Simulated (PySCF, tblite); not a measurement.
**C₂H₁₁ClOSi₃: geometry, infrared bands and NMR shifts**

Wanted: the infrared bands and NMR shifts of C₂H₁₁ClOSi₃ (`[SiH3]OCC([SiH3])([SiH3])Cl`), by calculation.

Programs: tblite 0.8.0 and PySCF 2.14.0, with density-fitted response routines of our own. Each step states its level of theory. These are calculated values for one molecule in the gas phase, unless marked as measured. Atoms are numbered from 0 throughout.

## (1) The starting structure

18 atoms, charge 0, multiplicity 1; geometry from: force field or distance geometry start.

Bonds of the start (Å): Si0–O1 1.68, O1–C2 1.41, C2–C3 1.54, C3–Si4 1.88, C3–Si5 1.87, C3–Cl6 1.81, Si0–H7 1.49, Si0–H8 1.48, Si0–H9 1.47, C2–H10 1.10, C2–H11 1.10, Si4–H12 1.48, Si4–H13 1.48, Si4–H14 1.50, Si5–H15 1.50, Si5–H16 1.48, Si5–H17 1.49.

## (2) Geometry optimisation with GFN2-xTB

The job: settings as JSON, then the geometry in Å.

```
{"job": {"kind": "relax", "xc": "GFN2-xTB", "basis": "xTB"}, "charge": 0, "multiplicity": 1}
Si     2.974200     0.298400     0.078500
O      1.338600    -0.057400     0.196400
C      0.418500     0.697400    -0.556300
C     -1.033500     0.230700    -0.321800
Si    -1.653600     0.374100     1.447400
Si    -1.401400    -1.545400    -0.788700
Cl    -2.129700     1.260600    -1.335600
H      3.175300     1.715100     0.494600
H      3.748600    -0.610700     0.954000
H      3.374800     0.135300    -1.329700
H      0.501100     1.760800    -0.287900
H      0.654600     0.602500    -1.625500
H     -0.933200    -0.518900     2.389700
H     -3.101100     0.075600     1.556900
H     -1.454900     1.774600     1.932500
H     -0.663900    -2.521300     0.071300
H     -2.844400    -1.868800    -0.695500
H     -0.978600    -1.796500    -2.192100
```

Run with:

```sh
$ OMP_NUM_THREADS=1 python probes_run.py task.json out
```

The driver reads the jobs from task.json and runs them one after another.

**Question.** This job is followed by: GFN2-xTB harmonic vibrations, gas phase; GIAO PBE0/pcSseg-1 NMR shielding, non-relativistic, gas phase. What will the session give for the following? strongest single infrared mode (GFN2-xTB); zero-point energy (GFN2-xTB); 13C shifts against TMS (PBE0/pcSseg-1); 1H shifts against TMS (PBE0/pcSseg-1, means over atoms taken as alike); 29Si shifts against TMS (PBE0/pcSseg-1, means over atoms taken as alike); 17O shifts against H2O (PBE0/pcSseg-1); 35Cl shifts against HCl (PBE0/pcSseg-1).

**Answer**, as computed:

| quantity | value |
| --- | --- |
| strongest single infrared mode (GFN2-xTB) | 776 cm⁻¹, 658 km/mol |
| zero-point energy (GFN2-xTB) | 70.0 kcal/mol |
| 13C shifts against TMS (PBE0/pcSseg-1) | 76.0, 40.5 ppm |
| 1H shifts against TMS (PBE0/pcSseg-1, means over atoms taken as alike) | 4.92, 4.11, 3.99 ppm |
| 29Si shifts against TMS (PBE0/pcSseg-1, means over atoms taken as alike) | -35.4, -55.1 ppm |
| 17O shifts against H2O (PBE0/pcSseg-1) | 31.7 ppm |
| 35Cl shifts against HCl (PBE0/pcSseg-1) | 124 ppm |

**Reading.** Relaxing lowered the energy by 0.387 eV in 91 steps; the close pair that moved most is Si0–O1, from 1.678 to 1.623 Å. All 48 modes are real, so the xTB geometry is a minimum. Unscaled tight-binding wavenumbers are off by several per cent, some by more. Its intensities can rank the bands wrongly. The most deshielded carbon is C2 (sp3 CH2 bonded to O), at 76.0 ppm: pulled downfield by the heteroatom. At PBE0/pcSseg-1: The widest tensor belongs to Cl6: span 383 ppm, with a paramagnetic part of -321 ppm.
